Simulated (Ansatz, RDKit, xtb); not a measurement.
# C2H10BNSi: ranking a sample of isomers

Which of a sample of isomers of C2H10BNSi is the most stable in the gas at 298.15 K, and what are its properties? The sample is small against all isomers, and the most stable one of this formula need not be in it.

Plan: many cheap relaxations first (GFN2-xTB), then density-functional screening, relaxation at B3LYP/def2-SVP, vibrations (at GFN2-xTB) and a final energy. The numbers are computed, not measured.

## Step 1: Possible bonding patterns

Isomers were taken from a list of plausible structures; this is a sample, not all of them. That gives 5 candidates.

| label | SMILES | spin |
| --- | --- | --- |
| c068 | BC[Si@@H](C)N | singlet |
| c684 | B[C@@H](N)[SiH2]C | singlet |
| c791 | B[Si@@H](C)CN | singlet |
| c853 | B[Si](C)(C)N | singlet |
| c881 | BC[SiH2]CN | singlet |

Candidates are built by distance geometry, with a force field where one applies, in up to four conformers (letters a to d).

Q: Predict the outcome of this search (final energies at CCSD(T)/def2-SVP + MP2/def2-TZVPP - MP2/def2-SVP).

| quantity | value |
| --- | --- |
| lowest structure found | BC[Si@@H](C)N, singlet |
| next finalist | B[Si](C)(C)N, singlet, 13.3 kcal/mol higher in G |
| share at equilibrium, among the finalists | 100.0 % |

`BC[Si@@H](C)N` comes out lowest. Among the finalists first place is clear (13.3 kcal/mol); structures outside the list aren't covered. GFN2-xTB, HF/STO-3G, r2SCAN-D4/def2-SVP, B3LYP/def2-SVP, HF/def2-SVP and MP2/def2-SVP already put its bonding pattern lowest among the structures in one piece. 3 minima inside the window were never screened. Lowest found is not proven lowest: the search is finite, and each finalist counts with one conformer. Only 5 drawn patterns were tried, so whole families of isomers are missing, and the result ranks this sample alone. The lowest isomer need not be the one that is made and kept in a bottle, which depends on barriers.
